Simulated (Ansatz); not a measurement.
# MgHCl + CH₄: a complex and its separated parts

Aim: how far the complex at one end of a reaction step lies below its separated, relaxed parts, level by level.

The runs use Ansatz 0.2.0, Gaussian basis; PBE0-D4/def2-TZVP structures, single points in def2-TZVPP, no counterpoise correction.

Levels: SPW92, PBE-D4, BLYP-D4, r2SCAN-D4, B97M-V, PBE0-D4, B3LYP-D4, r2SCAN0-D4, BHLYP-D4, CAM-B3LYP-D4, wB97X-V, wB97M-V, B2PLYP, PBE-QIDH, RPA on PBE, Hartree-Fock, MP2, CCSD, CCSD(T).

Cores are frozen in the correlated methods. The outer core shell of Li, Na, Mg and K is correlated. B3LYP uses VWN-RPA correlation. B2PLYP carries no dispersion term here.

21 further runs of the same task are left out: 21 set aside as unsound or not needed.

## Step 1: Where the work starts

The complex: 8 atoms, charge 0, spin multiplicity 1.

Atoms are counted from 1 here; the program's logs count them from 0.

Bond lengths: Mg1–Cl3 2.199 Å, Mg1–H5 1.690 Å, C2–H4 1.092 Å, C2–H6 1.089 Å, C2–H7 1.093 Å, C2–H8 1.093 Å. Angles: Cl3–Mg1–H5 165.2°, H4–C2–H6 108.1°, H4–C2–H7 111.5°, H4–C2–H8 111.5°, H6–C2–H7 107.9°, H6–C2–H8 107.9°, H7–C2–H8 109.9°.

Geometry (Å):

```
Mg   -1.6624    0.0527   -0.3194
C     1.0639    0.0535    0.2722
Cl   -1.6149   -1.6872   -1.6625
H     0.5672    0.8709    0.8001
H    -2.1238    1.3831    0.6156
H     2.1233    0.0830    0.5247
H     0.9742    0.1633   -0.8116
H     0.6725   -0.9193    0.5807
```

Its parts: MgHCl holds atoms 1, 3, 5; CH₄ holds atoms 2, 4, 6, 7, 8. Each part counts its atoms afresh in its own runs.

## Step 2: Relaxing MgHCl alone

File relax-a/in.yaml:

```yaml
crystal:
  periodic: [false, false, false]
  atoms:
    - {symbol: Mg, position_ang: [-1.662427, 0.052697, -0.319355]}
    - {symbol: Cl, position_ang: [-1.614880, -1.687218, -1.662531]}
    - {symbol: H, position_ang: [-2.123769, 1.383085, 0.615552]}
basis:
  gaussian: {orbitals: def2-TZVP}
hamiltonian: {xc: pbe0, dispersion: d4}
relax: {f_tol: 0.005, max_steps: 200}
```

No record of the launch command was kept for these runs.

After this run come: Relaxing CH₄ alone; wB97M-V/def2-TZVPP; CCSD(T)/def2-TZVPP; Vibrations of MgHCl; Vibrations of CH₄.

**Question.** What will these runs give? Wanted: complex less parts, CCSD(T)/def2-TZVPP; with zero-point energy; largest T1 diagnostic.

**Answer**, as computed:

| quantity | value |
| --- | --- |
| complex less parts, CCSD(T)/def2-TZVPP | -2.14 kcal/mol |
| with zero-point energy | -1.57 kcal/mol |
| largest T1 diagnostic | 0.008 |

In words: At CCSD(T) the complex lies 2.14 kcal/mol below its parts. CAM-B3LYP-D4 is the best functional here (-0.04 kcal/mol from CCSD(T)); SPW92 is the worst (-3.25 kcal/mol). Mean unsigned error by rung: LDA 3.25, GGA 0.63, meta-GGA 0.62, hybrid 0.47, range-separated hybrid 0.30, double hybrid 0.64 kcal/mol. PBE-D4 gives a relative energy 0.94 kcal/mol too low, an error of 44 % of the reference. The complex's frequency run has imaginary modes: the structure is no minimum, so both the energy and the zero-point correction are in doubt. No counterpoise was applied, and triple zeta lacks some correlation, so the CCSD(T) reference has a basis error of its own, and close matches with it are partly luck.
